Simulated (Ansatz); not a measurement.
# Be started on a K site and a K vacancy in perovskite KMgF3, 9 atoms, charge −2

Which settings matter for this cell? A base run comes first, then runs with one to three settings changed.

All numbers are computed with Ansatz 0.2.0 (PAW, plane waves).

## Step 1: Starting point

9 atoms (1 Be, 2 Mg, 6 F); a = 7.983 Å, b = 3.991 Å, c = 3.991 Å, α = 90.00°, β = 90.00°, γ = 90.00°. All atoms were shaken off their sites by about 0.02 Å along each axis. Defect site 1: (0.500, 0.000, 0.000). Defect site 2: (0.000, 0.000, 0.000).

As a file:

```xyz
9
Lattice="7.9825 0.0000 0.0000 0.0000 3.9913 0.0000 0.0000 0.0000 3.9913" Properties=species:S:1:pos:R:3 pbc="T T T"
Be    3.9844    3.9757    0.0235
Mg    2.0175    2.0036    2.0072
Mg    5.9951    1.9797    2.0010
F     1.9809    1.9974    0.0035
F     6.0041    1.9866    3.9889
F     7.9758    1.9909    1.9462
F     4.0151    1.9753    1.9656
F     1.9978    3.9582    2.0197
F     5.9949    0.0288    2.0089
```

## Step 2: PBEsol single point

Contents of in.yaml:

```yaml
crystal:
  lattice:
    - [7.982544, 0.000000, 0.000000]
    - [0.000000, 3.991272, 0.000000]
    - [0.000000, 0.000000, 3.991272]
  atoms:
    - { symbol: Be, position: [0.499134, 0.996095, 0.005893] }
    - { symbol: Mg, position: [0.252745, 0.501993, 0.502887] }
    - { symbol: Mg, position: [0.751030, 0.496009, 0.501337] }
    - { symbol: F, position: [0.248160, 0.500435, 0.000889] }
    - { symbol: F, position: [0.752150, 0.497730, 0.999405] }
    - { symbol: F, position: [0.999159, 0.498822, 0.487619] }
    - { symbol: F, position: [0.502979, 0.494917, 0.492468] }
    - { symbol: F, position: [0.250276, 0.991712, 0.506038] }
    - { symbol: F, position: [0.751005, 0.007212, 0.503317] }
kpoints:
  mp_grid: { grid: [2, 2, 2], shift: [0.5, 0.5, 0.5] }
hamiltonian:
  xc: pbesol
total_charge: -2
scf:
  occupations: { method: fermi_dirac, width: 0.01 }
output:
  forces: true
  eigenvalues: true
  populations: true
  charged_corrections: { epsilon: 7 }
  write_density: true
  write_potential: true
  elf: true
  volumetric_format: npy
```

Started as:

```bash
ansatz run in.yaml --threads 8 --pin off --max-ram 13300MiB --runs-dir r --events-out ev --progress --plain
```

## Step 3: Changed settings: smearing width 0.001 eV, density cutoff ratio 2

Edit in.yaml of step 2 so:

```diff
@@ -17,2 +17,3 @@
   mp_grid: { grid: [2, 2, 2], shift: [0.5, 0.5, 0.5] }
+basis: { ecutrho_ratio: 2 }
 hamiltonian:
@@ -21,3 +22,4 @@
 scf:
-  occupations: { method: fermi_dirac, width: 0.01 }
+  occupations: { method: fermi_dirac, width: 0.001 }
+  max_iter: 80
 output:
@@ -25,7 +27,2 @@
   eigenvalues: true
-  populations: true
-  charged_corrections: { epsilon: 7 }
-  write_density: true
-  write_potential: true
-  elf: true
-  volumetric_format: npy
+  stress: true
```

## Step 4: Changed settings: cutoff 120 eV

Edit in.yaml of step 3 so:

```diff
@@ -17,3 +17,3 @@
   mp_grid: { grid: [2, 2, 2], shift: [0.5, 0.5, 0.5] }
-basis: { ecutrho_ratio: 2 }
+basis: { ecutwfc: 120 }
 hamiltonian:
@@ -22,4 +22,4 @@
 scf:
-  occupations: { method: fermi_dirac, width: 0.001 }
-  max_iter: 80
+  occupations: { method: fermi_dirac, width: 0.01 }
+  max_iter: 50
 output:
```

## Step 5: Variant: dispersion D3(BJ) with three-body term

Edit in.yaml of step 4 so:

```diff
@@ -17,5 +17,5 @@
   mp_grid: { grid: [2, 2, 2], shift: [0.5, 0.5, 0.5] }
-basis: { ecutwfc: 120 }
 hamiltonian:
   xc: pbesol
+  dispersion: d3bjatm
 total_charge: -2
@@ -23,3 +23,3 @@
   occupations: { method: fermi_dirac, width: 0.01 }
-  max_iter: 50
+  max_iter: 100
 output:
```

## Step 6: Run again with k points 2×2×2 shifted, charge changed by 2

Edit in.yaml of step 5 so:

```diff
@@ -19,7 +19,5 @@
   xc: pbesol
-  dispersion: d3bjatm
-total_charge: -2
 scf:
   occupations: { method: fermi_dirac, width: 0.01 }
-  max_iter: 100
+  max_iter: 70
 output:
```

## Step 7: Run again with mixer broyden

Edit in.yaml of step 6 so:

```diff
@@ -19,2 +19,3 @@
   xc: pbesol
+total_charge: -2
 scf:
@@ -22,2 +23,3 @@
   max_iter: 70
+  mixing: { algorithm: broyden }
 output:
```

**Question.** What will these runs give? Wanted: for each run, settings; status; energy from base; forces from base.

The runs gave:

| settings | status | cycles | time | energy from base (meV/atom) | forces from base (eV/Å rms) | filled to empty level on the mesh (eV) |
| --- | --- | --- | --- | --- | --- | --- |
| base | converged | 10 | 1.1 s (8 CPU threads) | 0 | 0 | 3.17 |
| smearing width 0.001 eV, density cutoff ratio 2 | converged, settings too loose | 10 | 0.8 s (8 CPU threads) | -3.9 | 0.006 | 3.16 |
| cutoff 120 eV | converged, settings too loose | 13 | 0.6 s (8 CPU threads) | +54557.8 | 0.232 | 2.62 |
| dispersion D3(BJ) with three-body term | converged | 11 | 1 s (8 CPU threads) | - | 0.009 | 3.17 |
| k points 2×2×2 shifted, charge changed by 2 | converged | 12 | 0.8 s (8 CPU threads) | - | 1.059 | 0.62 |
| mixer broyden | converged | 11 | 1 s (8 CPU threads) | 0.0 | 0.000 | 3.17 |

**What this shows.** Among these variants the forces move most with k points 2×2×2 shifted, charge changed by 2 (1.059 eV/Å rms) and least with mixer broyden (0.000).
